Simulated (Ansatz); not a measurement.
# ReSb2 (CdI2 type): other levels of theory at one geometry

One table from this session's results is given with a row withheld; the runs are named, their logs left out.

Method: DFT at several levels, plane waves, PAW, in Ansatz 0.2.0.

1 further run of the same task is left out (it didn't finish). Runs told in other sessions of the task aren't counted.

## The system as given

The structure is trigonal, space group P-3m1 (No. 164). Conventional cell: a = 3.283 Å, b = 3.283 Å, c = 8.862 Å, α = 90.00°, β = 90.00°, γ = 120.00°. Re (site symmetry -3m) has 6 Sb at 2.76 Å in its first shell of neighbours. Sb (site symmetry 3m) is surrounded by 3 Re at 2.76 Å.

Structure file:

```
Re Sb
1.0
     3.28321    0.00000    0.00000
    -1.64160    2.84334    0.00000
     0.00000    0.00000    8.86156
Re Sb
1 2
Direct
  0.00000 0.00000 0.00000
  0.33333 0.66667 0.22598
  0.66667 0.33333 0.77402
```

An earlier run at PBE left this cell at 27.575 Å³/atom and 0.01 GPa (12×12×4 mesh), a metal on this mesh.

Levels to run: PBE+SOC; r²SCAN; PBEsol; LDA; HSE06. Hardware: 2 threads of Arm Neoverse V2, shared host.

The first run:

Input file input.yaml:

```yaml
crystal:
  lattice:
    - [3.2832067162, 0.0, 0.0]
    - [-1.6416033581, 2.8433404221, 0.0]
    - [0.0, 0.0, 8.8615586249]
  atoms:
    - { symbol: Re, position: [0.0, 0.0, 0.0] }
    - { symbol: Sb, position: [0.3333333333, 0.6666666667, 0.2259825454] }
    - { symbol: Sb, position: [0.6666666667, 0.3333333333, 0.7740174546] }
basis:
  ecutwfc: 420
  ecutrho_ratio: 4
kpoints:
  mp_grid: { grid: [12, 12, 4] }
hamiltonian:
  xc: pbe
scf:
  occupations: { method: gaussian, width: 0.05 }
output:
  forces: true
  stress: true
  eigenvalues: true
  populations: true
  dos: { projected: true, de: 0.02 }
  write_density: true
  write_potential: true
  elf: true
  volumetric_format: npy
magnetization:
  noncollinear: true
  spin_orbit: true
```

Command:

```sh
$ ansatz run input.yaml --threads 2 --pin off --max-ram 2662MiB --backend cpu --events-out ev --progress --plain --runs-dir out
```

Steps of the session up to this table: PBE+SOC; r²SCAN; PBEsol; LDA; HSE06.

One of the session's tables, all rows but one given; the rest of the session is left out.

```
  level  pressure (GPa)
    PBE             0.0
    LDA               ?
 PBEsol            -3.5
PBE+SOC             0.1
 r²SCAN            -1.9
  HSE06            -3.6
```

Q: Estimate the row for LDA from the others.

The run gave: pressure (GPa): -5.4. In the column «pressure (GPa)» it is the lowest.

The pressure runs from -5.4 GPa (LDA) to 0.1 GPa (PBE+SOC); a negative pressure means that level wants a smaller cell, a positive one a larger cell. Total energies of different levels have different zeros and can't be compared.

To keep in mind: Warnings in the runs' records: stress scf threshold loose, filled band counts differ across k points, stress exchange threshold loose.
